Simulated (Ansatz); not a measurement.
# CH₅InO: functionals against CCSD(T) at one geometry

One table from this session's results is given with a row withheld; the runs are named, their logs left out.

Program: Ansatz 0.2.0, Gaussian basis. Level of theory: single points in def2-TZVPP. These are calculated values, not measurements.

Cores are frozen in the correlated methods. Filled d shells of the heavier atoms are correlated. Core potentials replace the inner electrons past krypton, and spin-orbit coupling is left out.

**The starting structure**

SMILES `[CH3][InH][OH]`, 8 atoms, charge 0, spin multiplicity 1.

Atoms are counted from 1 here; the program's logs count them from 0.

Bond lengths: C1–In2 2.245 Å, C1–H4 1.058 Å, C1–H5 1.120 Å, C1–H6 1.107 Å, In2–O3 2.140 Å, In2–H7 1.561 Å, O3–H8 0.878 Å. Angles: In2–C1–H4 115.1°, In2–C1–H5 107.6°, In2–C1–H6 122.5°, H4–C1–H5 109.3°, H4–C1–H6 98.4°, H5–C1–H6 102.9°, C1–In2–O3 101.6°, C1–In2–H7 134.8°, O3–In2–H7 122.9°, In2–O3–H8 102.2°.

As a file:

```
atom    x (Å)    y (Å)    z (Å)
  C1  -0.5729   0.5518  -1.0645
 In2   0.8948  -0.3493   0.3752
  O3  -0.3543  -0.7551   2.0647
  H4  -1.4107  -0.0538  -1.2885
  H5  -0.0205   0.7834  -2.0114
  H6  -1.1086   1.4977  -0.8540
  H7   2.4485  -0.4926   0.4162
  H8   0.2226  -1.0584   2.6525
```

Set-up of the first run:

Contents of run/in.yaml:

```yaml
crystal:
  periodic: [false, false, false]
  atoms:
    - {symbol: C, position_ang: [-0.572900, 0.551800, -1.064500]}
    - {symbol: In, position_ang: [0.894800, -0.349300, 0.375200]}
    - {symbol: O, position_ang: [-0.354300, -0.755100, 2.064700]}
    - {symbol: H, position_ang: [-1.410700, -0.053800, -1.288500]}
    - {symbol: H, position_ang: [-0.020500, 0.783400, -2.011400]}
    - {symbol: H, position_ang: [-1.108600, 1.497700, -0.854000]}
    - {symbol: H, position_ang: [2.448500, -0.492600, 0.416200]}
    - {symbol: H, position_ang: [0.222600, -1.058400, 2.652500]}
basis:
  gaussian: {orbitals: def2-TZVPP}
correlation: {method: ccsd_t}
output: {forces: true}
```

No record of the launch command was kept for these runs.

Steps of the session up to this table: CCSD(T)/def2-TZVPP; PBE0-D4/def2-TZVPP; wB97M-V/def2-TZVPP; r2SCAN-D4/def2-TZVPP; PBE-D4/def2-TZVPP; wB97X-V/def2-TZVPP; revPBE-D4/def2-TZVPP.

One of the session's tables, all rows but one given; the rest of the session is left out.

| method | RMS force component (eV/Å) | angle to CCSD(T) forces (°) | dipole (D) |
| --- | --- | --- | --- |
| CCSD(T) | 2.188 | reference | 3.05 |
| PBE0-D4 | 2.158 | 1.0 | 3.05 |
| wB97M-V | 2.162 | 1.2 | 3.14 |
| r2SCAN-D4 | 2.157 | 1.4 | 2.92 |
| PBE-D4 | 2.237 | 5.2 | 2.74 |
| wB97X-V | ? | ? | ? |
| revPBE-D4 | 2.229 | 6.0 | 2.74 |

Estimate the missing values for wB97X-V.

The run gave: RMS force component (eV/Å): 2.197; angle to CCSD(T) forces (°): 1.2; dipole (D): 3.16. In the column «RMS force component (eV/Å)» it lies between CCSD(T) (2.188) and revPBE-D4 (2.229).
